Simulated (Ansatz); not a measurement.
# BrGaH₂O₂: small, medium and large basis sets

Aim: see how fast density functionals converge with the basis set for BrGaH₂O₂.

Computed with Ansatz 0.2.0, Gaussian basis. Level: one geometry, several basis sets.

Plan: PBE0-D4/def2-SVP; ωB97M-V/def2-SVP; PBE0-D4/def2-QZVPP; ωB97M-V/def2-QZVPP; the functionals' def2-TZVPP values are taken from earlier runs.

## (1) Structure used throughout

The geometry comes from an earlier relaxation with PBE0-D4 in a triple-zeta def2 set; it is a stationary point.

6 atoms, charge 0, spin multiplicity 1.

Atoms are counted from 1 here; the program's logs count them from 0.

Bond lengths: O1–Ga2 1.774 Å, O1–H5 0.960 Å, Ga2–O3 1.767 Å, Ga2–Br4 2.265 Å, O3–H6 0.961 Å. Angles: Ga2–O1–H5 113.7°, O1–Ga2–O3 119.0°, O1–Ga2–Br4 121.8°, O3–Ga2–Br4 119.2°, Ga2–O3–H6 112.4°.

## (2) PBE0-D4 in def2-SVP

in.yaml reads:

```yaml
crystal:
  periodic: [false, false, false]
  atoms:
    - {symbol: O, position_ang: [-0.234449, 1.469746, -0.198379]}
    - {symbol: Ga, position_ang: [-0.090418, -0.296216, -0.120179]}
    - {symbol: O, position_ang: [1.046309, -1.012314, 1.028028]}
    - {symbol: Br, position_ang: [-1.322107, -1.653818, -1.449856]}
    - {symbol: H, position_ang: [-0.872355, 1.776904, -0.846796]}
    - {symbol: H, position_ang: [1.515019, -0.348202, 1.540882]}
basis:
  gaussian: {orbitals: def2-SVP}
hamiltonian: {xc: pbe0, dispersion: d4}
output: {orbitals: {seedname: orbitals}}
```

Launch:

```sh
$ ansatz run in.yaml --threads 4 --pin off --events-out ev --progress --plain --max-ram 10444MiB
```

After this run come: ωB97M-V in def2-SVP; PBE0-D4 in def2-QZVPP; ωB97M-V in def2-QZVPP.

Q: Predict the results of all the runs planned. Wanted: PBE0-D4: double and triple zeta above quadruple; ωB97M-V: double and triple zeta above quadruple.

**Answer**, as computed:

```
                                       quantity           value
PBE0-D4: double and triple zeta above quadruple  23.39, 2.87 eV
ωB97M-V: double and triple zeta above quadruple  23.31, 2.77 eV
```

In words: PBE0-D4 gains 20.52 eV from double to triple zeta, then 2.87 eV more. Total energies overstate the basis error of differences, where much of it tends to cancel. The LUMO of ωB97M-V is positive and keeps falling with the basis (0.79 to 0.26 eV): an unbound level that the basis holds in place.
